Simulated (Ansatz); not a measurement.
**GaSiH4OF (SMILES [OH][GaH][SiH2]F) at HF/cc-pVDZ**

What is the vertical ionisation energy of GaSiH4OF at HF/cc-pVDZ? 

Program for the calculation: Ansatz 0.2.0.

101 further runs of the same task are left out: 101 set aside as unsound or not needed. Runs told in other sessions of the task aren't counted.

### 1 Starting point

The species is GaSiH4OF (8 atoms), meant as a singlet with charge 0. SMILES: `[OH][GaH][SiH2]F`. Geometry: relaxed at PBE0-D4/def2-TZVP. This is one conformer, not always the lowest.

Bond lengths: O1–Ga2 1.790 Å, Ga2–Si3 2.420 Å, Si3–F4 1.613 Å, O1–H5 0.960 Å, Ga2–H6 1.562 Å, Si3–H7 1.488 Å, Si3–H8 1.488 Å. Angles: O1–Ga2–Si3 116.0°, Ga2–Si3–F4 107.9°, O1–Ga2–H6 113.5°, Si3–Ga2–H6 130.5°, Ga2–O1–H5 113.9°, Ga2–Si3–H7 113.0°, Ga2–Si3–H8 113.0°, F4–Si3–H7 107.4°, F4–Si3–H8 107.4°, H7–Si3–H8 107.8°.

### 2 A single-point energy at HF/cc-pVDZ

Input file job.yaml:

```yaml
crystal:
  periodic: [false, false, false]
  atoms:
    - {symbol: O, position_ang: [-2.152600, 0.668300, 0.454500]}
    - {symbol: Ga, position_ang: [-0.411400, 1.077100, 0.391700]}
    - {symbol: Si, position_ang: [1.066700, -0.691400, -0.347100]}
    - {symbol: F, position_ang: [0.165400, -1.990600, -0.663200]}
    - {symbol: H, position_ang: [-2.350300, -0.231700, 0.185400]}
    - {symbol: H, position_ang: [-0.099500, 2.542900, 0.831400]}
    - {symbol: H, position_ang: [2.066800, -1.082700, 0.683500]}
    - {symbol: H, position_ang: [1.806900, -0.348800, -1.592100]}
basis:
  gaussian: {orbitals: cc-pVDZ}
accuracy: high
output: {orbitals: {seedname: orbitals}}
total_charge: 0
hamiltonian: {xc: hf}
```

Command:

```sh
$ ansatz run job.yaml --threads 1 --pin off --max-ram 2610MiB --events-out events.jsonl --progress --plain --runs-dir runs
```

Log:

```text
Warning: RAYON_NUM_THREADS=1 ignored (pool sized by the plan → 1); use --threads N
Functional definition: HF
  name "HF"
  exchange = exact_x
  correlation = 0
2087 factors; integrals over basis functions are off by at most 4.4e-9 eV
mean field evaluation 1: about -64999.8564 eV, gradient 4.4e1 eV
mean field evaluation 2: about -64999.9100 eV, gradient 4.4e1 eV
mean field evaluation 4: about -65004.0162 eV, gradient 2.8e0 eV
mean field evaluation 8: about -65004.0602 eV, gradient 2.6e-1 eV
mean field evaluation 16: about -65004.0605 eV, gradient 3.0e-8 eV
mean field -65004.06047112 eV, -2388.8551609789 hartree, gradient 3.0e-8 eV, S^2 0.000000; 0 other end points of the search recorded, 0 dependent functions left out
reference -65004.06047112 eV, -2388.8551609789 hartree; 33, 33 occupied and 60, 60 virtual orbitals, 2087 factors
Total energy: -65004.06047112 eV, -2388.8551609789 hartree
```

Wall time 5.1 s (1 thread of Arm Neoverse V1, shared host); peak memory 0.29 GiB.

### 3 The doublet cation at the same level

job.yaml: that of step 2 with these lines changed.

```diff
@@ -12,6 +12,11 @@
 basis:
-  gaussian: {orbitals: cc-pVDZ}
+  gaussian:
+    orbitals: cc-pVDZ
 accuracy: high
+hamiltonian:
+  xc: hf
 output: {orbitals: {seedname: orbitals}}
-total_charge: 0
-hamiltonian: {xc: hf}
+magnetization:
+  spin_polarized: true
+  initial_magnetization: 1
+total_charge: 1
```

Command:

```sh
$ ansatz run job.yaml --threads 1 --pin off --max-ram 2610MiB --events-out events.jsonl --progress --plain --runs-dir runs
```

Log:

```text
Warning: RAYON_NUM_THREADS=1 ignored (pool sized by the plan → 1); use --threads N
[... 4 set-up lines as earlier in the session ...]
2086 factors; integrals over basis functions are off by at most 4.4e-9 eV
mean field evaluation 1: about -64984.6097 eV, gradient 4.9e1 eV
mean field evaluation 2: about -64984.6709 eV, gradient 4.8e1 eV
mean field evaluation 4: about -64994.2027 eV, gradient 5.2e0 eV
mean field evaluation 8: about -64994.4257 eV, gradient 7.0e-1 eV
mean field evaluation 16: about -64994.4427 eV, gradient 2.7e-5 eV
mean field evaluation 32: about -64993.1065 eV, gradient 8.0e0 eV
mean field evaluation 64: about -64994.3796 eV, gradient 3.4e-1 eV
mean field evaluation 96: about -64994.1811 eV, gradient 1.5e0 eV
mean field evaluation 128: about -64984.6086 eV, gradient 4.9e1 eV
mean field -64994.44268023 eV, -2388.5017136829 hartree, gradient 2.6e-8 eV, S^2 0.781585; 1 other end points of the search recorded, 0 dependent functions left out
reference -64994.44268023 eV, -2388.5017136829 hartree; 33, 32 occupied and 60, 61 virtual orbitals, 2086 factors
Total energy: -64994.44268023 eV, -2388.5017136829 hartree
```

Run time: 20 s. Hardware: 1 thread of Arm Neoverse V1, shared host; peak memory 0.63 GiB.

### 4 Outcome

At HF/cc-pVDZ:

```
                                          quantity           value
                    singlet GaSiH4OF: total energy  -2388.85516 Eh
                     singlet GaSiH4OF: HOMO energy       -10.52 eV
                     singlet GaSiH4OF: LUMO energy         1.13 eV
                   singlet GaSiH4OF: HOMO–LUMO gap        11.65 eV
                      doublet cation: total energy  -2388.50171 Eh
doublet cation: HOMO energy (highest over α and β)       -17.69 eV
 doublet cation: LUMO energy (lowest over α and β)        -8.72 eV
                              doublet cation: ⟨S²⟩           0.782
vertical ionisation energy (to the doublet cation)        9.618 eV
```

Removing an electron at fixed nuclei costs 9.62 eV (928 kJ/mol). The negative HOMO energy of the first species, 10.52 eV, lies 0.90 eV above that difference.
